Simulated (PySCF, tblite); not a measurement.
# C₆H₁₂B₂ClF: geometry, infrared bands and NMR shifts

Aim: predict the infrared bands and NMR shifts of C₆H₁₂B₂ClF (`CC[C@@H]1CB(Cl)C[C@H]1BF`).

Programs: tblite 0.8.0 and PySCF 2.14.0, with density-fitted response routines of our own. Each step states its level of theory. These are calculated values for one molecule in the gas phase, unless marked as measured. Atoms are numbered from 0 throughout.

## Step 1: The molecule as given

22 atoms, charge 0, multiplicity 1; geometry from: force field or distance geometry start.

Bonds of the start (Å): C0–C1 1.54, C1–C2 1.50, C2–C3 1.51, C3–B4 1.61, B4–Cl5 1.82, B4–C6 1.59, C6–C7 1.54, C7–B8 1.56, B8–F9 1.44, C7–C2 1.50, C0–H10 1.12, C0–H11 1.09, C0–H12 1.12, C1–H13 1.10, C1–H14 1.11, C2–H15 1.14, C3–H16 1.11, C3–H17 1.08, C6–H18 1.12, C6–H19 1.08, C7–H20 1.10, B8–H21 1.17.

## Step 2: Geometry optimisation with GFN2-xTB

What the job is given:

```
{"job": {"kind": "relax", "xc": "GFN2-xTB", "basis": "xTB"}, "charge": 0, "multiplicity": 1}
C      2.621600    -0.260100    -0.020300
C      1.451200     0.655800    -0.433600
C      0.222000    -0.000500     0.116400
C     -0.040000    -1.382500    -0.436400
B     -1.410700    -1.695700     0.355700
Cl    -2.107200    -3.332300     0.759800
C     -2.080000    -0.250400     0.436700
C     -1.068500     0.679100    -0.249200
B     -1.188800     2.150000     0.258600
F     -1.748000     3.145600    -0.617100
H      2.515900    -0.551600     1.054400
H      2.741800    -1.124700    -0.680200
H      3.552000     0.362100    -0.031600
H      1.465100     0.691500    -1.532800
H      1.613400     1.653700     0.028000
H      0.294400    -0.113900     1.243600
H      0.751900    -2.112000    -0.185800
H     -0.308100    -1.330700    -1.484100
H     -2.192100     0.086700     1.502200
H     -3.030100    -0.304900    -0.081700
H     -1.255500     0.598600    -1.327700
H     -0.810600     2.455600     1.324200
```

Run with:

```console
$ OMP_NUM_THREADS=1 python probes_run.py task.json out
```

The driver reads the jobs from task.json and runs them one after another.

**Question.** This job is followed by: GFN2-xTB harmonic vibrations, gas phase; GIAO PBE0/pcSseg-1 NMR shielding, non-relativistic, gas phase. What will the session give for the following? strongest single infrared mode (GFN2-xTB); zero-point energy (GFN2-xTB); 13C shifts against TMS (PBE0/pcSseg-1); 1H shifts against TMS (PBE0/pcSseg-1, means over atoms taken as alike); 11B shifts against BF3·OEt2 (PBE0/pcSseg-1); 35Cl shifts against HCl (PBE0/pcSseg-1); 19F shifts against CFCl3 (PBE0/pcSseg-1).

The runs gave:

```
                                                              quantity                                                           value
                             strongest single infrared mode (GFN2-xTB)                                           1298 cm⁻¹, 140 km/mol
                                          zero-point energy (GFN2-xTB)                                                  109.9 kcal/mol
                                13C shifts against TMS (PBE0/pcSseg-1)                          49.1, 45.3, 37.9, 37.3, 29.3, 16.0 ppm
1H shifts against TMS (PBE0/pcSseg-1, means over atoms taken as alike)  5.45, 1.85, 1.82, 1.51, 1.18, 1.15, 1.10, 1.07, 1.05, 0.57 ppm
                           11B shifts against BF3·OEt2 (PBE0/pcSseg-1)                                                  83.5, 55.8 ppm
                               35Cl shifts against HCl (PBE0/pcSseg-1)                                                         245 ppm
                              19F shifts against CFCl3 (PBE0/pcSseg-1)                                                        -1.9 ppm
```

What this shows: The optimisation took 94 steps and gained 1.106 eV; among the close pairs (by a distance rule), B4–Cl5 changed most, from 1.824 to 1.696 Å. All 60 modes are real, so the xTB geometry is a minimum. The strongest single mode, at 1298 cm⁻¹, is spread over many atoms; the largest shares are those of H20, B8. GFN2-xTB is a fitted tight-binding method: band positions and strengths are rough. Its intensities can rank the bands wrongly. At PBE0/pcSseg-1: The largest span, 652 ppm, is at Cl5, where the paramagnetic term is -442 ppm.
